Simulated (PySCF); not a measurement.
# NaBe: changing the method

Starting from one script, swap the method and compare what comes out for NaBe.

Computed with PySCF 2.14.0. Level: method and basis as typed in the scripts.

1 further run of the same task is left out (it didn't finish).

### Step 1. Starting geometry

NaBe: 2 atoms, charge 0, spin multiplicity 2.

No contacts short enough for the rule that draws bonds.

### Step 2. Base script

input.py

```python
from pyscf import gto, dft
from pyscf.prop.polarizability import uhf as pol

mol = gto.M(
    atom='Na 0 0 0; Be 0 0 2.662',
    basis='jorge-dzp',
    charge=0,
    spin=1,
    verbose=3,
)
mf = dft.UKS(mol, xc='bp86')
mf.kernel()
print('polarizability (a.u.)')
print(pol.Polarizability(mf).polarizability().round(4))
mf.dip_moment()
print('orbital energies (hartree):', [e[max(0, n-3):n+3].round(4) for e, n in zip(mf.mo_energy, mol.nelec)])
```

Started as:

```bash
$ OMP_NUM_THREADS=1 python input.py
```

The log of this run is left out.

Base result: E(SCF) = -176.950364 Eh, ⟨S²⟩ = 0.762, μ = 2.49 D, α(xx, yy, zz) = 118.2, 118.2, 269.8 bohr³.

The bond length is a typed value, not an optimised one.

### Step 3. Population analysis

Variant 1 changes step after the SCF: polarizability → analyze.

input.py

```python
from pyscf import gto, dft

mol = gto.M(
    atom='Na 0 0 0; Be 0 0 2.662',
    basis='jorge-dzp',
    charge=0,
    spin=1,
    verbose=3,
)
mf = dft.UKS(mol, xc='bp86')
mf.kernel()
mf.analyze()
print('orbital energies (hartree):', [e[max(0, n-3):n+3].round(4) for e, n in zip(mf.mo_energy, mol.nelec)])
```

Started as:

```bash
$ OMP_NUM_THREADS=1 python input.py
```

### Step 4. Stability test

Variant 2 changes step after the SCF: polarizability → stability.

input.py, as its differences from that of step 2:

```diff
@@ -1,3 +1,2 @@
 from pyscf import gto, dft
-from pyscf.prop.polarizability import uhf as pol
 
@@ -12,4 +11,3 @@
 mf.kernel()
-print('polarizability (a.u.)')
-print(pol.Polarizability(mf).polarizability().round(4))
+mf.stability(internal=True, external=True)
 mf.dip_moment()
```

### Step 5. SCF alone

Variant 3 changes step after the SCF: polarizability → none.

input.py, as its differences from that of step 2:

```diff
@@ -1,3 +1,2 @@
 from pyscf import gto, dft
-from pyscf.prop.polarizability import uhf as pol
 
@@ -12,4 +11,2 @@
 mf.kernel()
-print('polarizability (a.u.)')
-print(pol.Polarizability(mf).polarizability().round(4))
 mf.dip_moment()
```

Q: Predict the outcome of this session. Wanted: for each run, E(SCF); from base; gap, α spin; SCF dipole; after the SCF.

As calculated:

| run | E(SCF) (hartree) | from base (eV) | gap, α spin (eV) | SCF dipole (D) | after the SCF |
| --- | --- | --- | --- | --- | --- |
| base | -176.950364 | 0 | 1.08 | 2.49 | mean α 168.7 bohr³ |
| population analysis | -176.950364 | 0.0000 | 1.08 | 2.49 | n/a |
| stability test | -176.950364 | 0.0000 | 1.08 | 2.49 | unstable: UHF/UKS -> GHF/GKS |
| SCF alone | -176.950364 | 0.0000 | 1.08 | 2.49 | n/a |

**Reading.** Total energies from different bases, Hamiltonians or methods carry different errors, so properties are taken as differences within one set-up.
